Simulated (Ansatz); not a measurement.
A first try at a single point of K2AgMoBr6, space group Fm-3m, using the Ansatz DFT code, driven from Python.

The script reads `k2agmobr6.xyz`:
```text
10
Lattice="0.0 5.451448 5.451448 5.451448 0.0 5.451448 5.451448 5.451448 0.0" Properties=species:S:1:pos:R:3 pbc="T T T"
K     8.17717200    8.17717200    8.17717200
K     2.72572400    2.72572400    2.72572400
Ag    5.45144800    5.45144800    5.45144800
Mo    0.00000000    0.00000000    0.00000000
Br    2.61739283    5.45144800    5.45144800
Br    5.45144800    5.45144800    2.61739283
Br    8.28550317    5.45144800    5.45144800
Br    5.45144800    2.61739283    5.45144800
Br    5.45144800    8.28550317    5.45144800
Br    8.17717200    8.17717200    8.17717200
```

The script, `scf.py`:
```python
'''Ground state of K2AgMoBr6 at the given structure.'''

import warnings

import ansatz as az


def main() -> None:
    warnings.simplefilter('ignore', az.DeckWarning)

    system = az.Crystal.from_extxyz('k2agmobr6.xyz')

    # the calculation
    setup = (
        system.calculation()
        .kpoints(4, 4, 4)
        .basis(420)
        .functional('lda')
        .occupations('Marzari-Vanderbilt', width=0.1)
        .pseudopotentials('paw')
        .scf(max_iterations=75)
    )
    res = setup.run()
    r = res.report

    for key in ('converged', 'n_iterations', 'n_electrons', 'n_kpoints', 'n_pw', 'n_symmetry_ops', 'free_energy_ev', 'fermi_energy_ev'):
        print(f'{key:18s} {r[key]}')

    used = r['setup']
    print('cutoffs (eV):', used['ecut_ev'], used['ecutrho_ev'], ' FFT grid:', used['fft_dense'])
    print('cell volume {:.3f} A^3, {} symmetry operations'.format(used['cell_volume_ang3'], used['n_sym_ops']))

    print('energy terms (eV)')
    for term, value in r['components'].items():
        if abs(value) > 1e-9:
            print(f'  {term:26s} {value:16.5f}')


if __name__ == '__main__':
    main()
```

Output of `python scf.py`:
```text
Traceback (most recent call last):
  File "scf.py", line 40, in <module>
    main()
    ~~~~^^
  File "scf.py", line 23, in main
    res = setup.run()
  ...
ansatz.RefusalError: atoms 0 (K) and 9 (Br) coincide: fractional positions [0.75, 0.75, 0.75] and [0.75, 0.75, 0.75] are 0.00e0 Å apart, within the symmetry tolerance 1e-5 (fractional) on every axis — remove the duplicate or separate the sites (indices count the expanded atom list at the failing check: the typed cell's during the `space_group:` round-trip, otherwise the final one with `supercell:` and `defects:` applied)
```
(Library frames cut from the traceback.)

Find the fault and give the corrected script.

The fault: two atoms stand on one site, or all but. The cap on steps that the faulty run carried goes too. The correction:

```diff
--- before
+++ after
@@ -20,3 +20,2 @@
         .pseudopotentials('paw')
-        .scf(max_iterations=75)
     )
--- k2agmobr6.xyz
+++ k2agmobr6.xyz
@@ -12 +12 @@
-Br    8.17717200    8.17717200    8.17717200
+Br    5.45144800    5.45144800    8.28550317
```

With that change:

```console
$ python scf.py
converged          True
n_iterations       9
n_electrons        93.0
n_kpoints          8
n_pw               6303
n_symmetry_ops     48
free_energy_ev     -31464.038553460083
fermi_energy_ev    4.63286434310864
cutoffs (eV): 420.0 1680.0  FFT grid: [54, 54, 54]
cell volume 324.015 A^3, 48 symmetry operations
energy terms (eV)
  e_band                          -1062.77627
  e_kinetic                        2270.46203
  e_local                         -8678.68616
  e_nonlocal                        700.09721
  e_hartree                        3376.79528
  e_xc                            -2191.17014
  e_vxc                           -1408.92101
  e_paw                          -21312.73621
  e_vpaw                           -699.31339
  e_augmentation_tail                 0.00029
  e_ewald                         -5631.73494
  e_core_change                       2.95169
  e_smearing                         -0.01759
```

Notes:
- Total energies depend on the potentials; only differences at equal settings carry meaning. A total without «per atom» is that of the cell as typed.
- The cell holds an odd number of electrons and is run without spin, so a magnetic state may lie lower.
- The energy terms are those on the plane-wave grid, with the one-centre PAW part apart; e_band, e_vxc and e_vpaw aren't summands of the total.
- For a metal this k-point mesh is coarse: on a finer one energies can move by several to tens of meV an atom and pressures by half a GPa or more, differences at one mesh by less.
- The zero of the levels is a convention of the potentials, so an absolute Fermi energy is no work function.
- The structure comes from a database of computed cells and needn't be a stable or known phase.
- Gaps and levels are Kohn-Sham values on a finite set of k-points, without spin-orbit coupling.
- Cost: about 7 core-seconds.

(Lines on the test bed's own set-up are left out of the output.)
